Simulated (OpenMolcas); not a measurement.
**Os³⁺ among point charges: CASSCF and CASPT2 levels and susceptibility**

How does a field of 5 point charges split the states of Os³⁺, and what χT follows?

Program: OpenMolcas 26.06. Level of theory: state-averaged CASSCF and CASPT2, spin-orbit coupling by RASSI with atomic mean-field integrals. These are calculated values, not measurements, unless marked.

## (1) Starting point

| Item | Value |
| --- | --- |
| Species | Os³⁺ (osmium, Z = 76, 73 electrons) |
| Basis | ANO-RCC-VDZP [7s6p4d2f1g], 68 functions |
| Scalar Hamiltonian | DKH2, point nucleus |
| Inactive shells | 1s 2s 2p 3s 3p 3d 4s 4p 4d 4f 5s 5p |
| Active space | 5 electrons in 5 orbitals (5d) |
| Some configurations of this space | 5d5 |
| Orbitals | optimised for each spin and parity, averaged over all roots |

Outer shells as boxes (Hund's rule):

5d5
```
5d [↑ ][↑ ][↑ ][↑ ][↑ ]
```

The ion sits among 5 point charges of -1 e arranged as a square pyramid (C4v), 2.25 Å from the ion, with the axial distance 2.565 Å.

Each step is its own input file, run in one work folder so that later steps find the files of earlier ones. Labels, J, g values, rates, χT and fits are worked out afterwards by a script from the matrices that RASSI stores.

## (2) One- and two-electron integrals

Contents of a.inp:

```
&GATEWAY
Coord
1

Os 0.0 0.0 0.0
Basis=ANO-RCC-VDZP
Group=NoSym
NoMove
AngMom=0.0 0.0 0.0
AMFI
XField
5 Angstrom 0
2.250000 0.000000 0.000000 -1.000000
0.000000 2.250000 0.000000 -1.000000
-2.250000 0.000000 0.000000 -1.000000
0.000000 -2.250000 0.000000 -1.000000
0.000000 0.000000 2.565000 -1.000000
&SEWARD
```

## (3) Reference wave functions, sextets, 1 root

Contents of a.inp:

```
&RASSCF
FileOrb=start.orb
Symmetry=1
Spin=6
nActEl=5 0 0
Inactive=34
Ras2=5
CIRoot=1 1 1
SDav=1
CIMx=300
Iter=120 100
PrWF=0.3
OrbListing=Nothing
MaxOrb=0
>>> COPY $Project.JobIph JOB001
```

start.orb holds the contracted functions of the basis, ordered by shell, or the orbitals of the step before.

## (4) CASSCF: quartets, 24 roots

Contents of a.inp:

```
&RASSCF
FileOrb=start.orb
Symmetry=1
Spin=4
nActEl=5 0 0
Inactive=34
Ras2=5
CIRoot=24 24 1
SDav=24
CIMx=300
Iter=120 100
PrWF=0.3
OrbListing=Nothing
MaxOrb=0
>>> COPY $Project.JobIph JOB002
```

## (5) Reference wave functions, doublets, 75 roots

Contents of a.inp:

```
&RASSCF
FileOrb=start.orb
Symmetry=1
Spin=2
nActEl=5 0 0
Inactive=34
Ras2=5
CIRoot=75 75 1
SDav=75
CIMx=300
Iter=120 100
PrWF=0.3
OrbListing=Nothing
MaxOrb=0
>>> COPY $Project.JobIph JOB003
```

## (6) State interaction with spin-orbit coupling

Contents of a.inp:

```
&RASSI
NrOfJobIphs=3 1 24 75
1
1 2 3 4 5 6 7 8 9 10 11 12 13 14 15 16 17 18 19 20 21 22 23 24
1 2 3 4 5 6 7 8 9 10 11 12 13 14 15 16 17 18 19 20 21 22 23 24 25 26 27
28 29 30 31 32 33 34 35 36 37 38 39 40 41 42 43 44 45 46 47 48 49 50 51
52 53 54 55 56 57 58 59 60 61 62 63 64 65 66 67 68 69 70 71 72 73 74 75
IphNames
JOB001
JOB002
JOB003
EJob
SpinOrbit
DIPRint=1.0
SOCoupling=1000.0
Subsets=2
Property=9
'ANGMOM' 1 'ANGMOM' 2 'ANGMOM' 3 'MLTPL  1' 1 'MLTPL  1' 2 'MLTPL  1' 3
'AMFI' 1 'AMFI' 2 'AMFI' 3
SOProperty=3
'ANGMOM' 1 'ANGMOM' 2 'ANGMOM' 3
```

## (7) CASPT2: IPEA 0.25, imaginary shift 0.1 (closed shells correlated: 4f 5s 5p)

Contents of a.inp:

```
>>> COPY JOB001 $Project.JobIph
&CASPT2
Multistate=1 1
Frozen=23
IPEA=0.25
Imaginary=0.1
MaxIter=60
WThr=0.0 0.3 0.05
PrWF=0.5
NoMix
>>> COPY JOB002 $Project.JobIph
&CASPT2
Multistate=24 1 2 3 4 5 6 7 8 9 10 11 12 13 14 15 16 17 18 19 20 21 22
23 24
NoMult
Frozen=23
IPEA=0.25
Imaginary=0.1
MaxIter=60
WThr=0.0 0.3 0.05
PrWF=0.5
NoMix
>>> COPY JOB003 $Project.JobIph
&CASPT2
Multistate=75 1 2 3 4 5 6 7 8 9 10 11 12 13 14 15 16 17 18 19 20 21 22
23 24 25 26 27 28 29 30 31 32 33 34 35 36 37 38 39 40 41 42 43 44 45 46
47 48 49 50 51 52 53 54 55 56 57 58 59 60 61 62 63 64 65 66 67 68 69 70
71 72 73 74 75
NoMult
Frozen=23
IPEA=0.25
Imaginary=0.1
MaxIter=60
WThr=0.0 0.3 0.05
PrWF=0.5
NoMix
```

(Steps that only read results are left out.)

Before running it: what results should come out? Wanted: spin-free ground state; lowest level; next level.

The runs gave:

| quantity | value |
| --- | --- |
| method | SS-CASPT2, IPEA 0.25, imaginary shift 0.1 (closed shells correlated: 4f 5s 5p) |
| spin-free ground state | sextet, 1-fold in its orbital part |
| lowest level | 2-fold, g = 1.94, 5.81, 5.81 |
| next level | 115.4 cm⁻¹ |
| χT at 300 K | 4.02 cm³ K/mol |
| effective moment at 300 K | 5.67 μB |

Cost by method:

```csv
method,time of its own steps,time with the reference
A. CASSCF,54 s,54 s
"B. SS-CASPT2, IPEA 0.25, imaginary shift 0.1, +4f 5s 5p",63 s,1.9 min
```

Times are of one thread on a shared host.

**Reading.** The spin-free ground state (sextet) comes to 100 % from free-ion S terms and keeps the highest spin of the shell. χT at 300 K is 4.02, against 4.39 cm³ K/mol for the spin alone, so spin-orbit coupling lowers it. An active space of the d shell alone favours high spin; real ions in strong fields can be low spin. The field of point charges can differ much from that of real complexes. With metal d orbitals alone active, the gaps between spin states are rough; where two lie within a few thousand cm-1, their order is open. This is an electrostatic model: the charges have no orbitals.
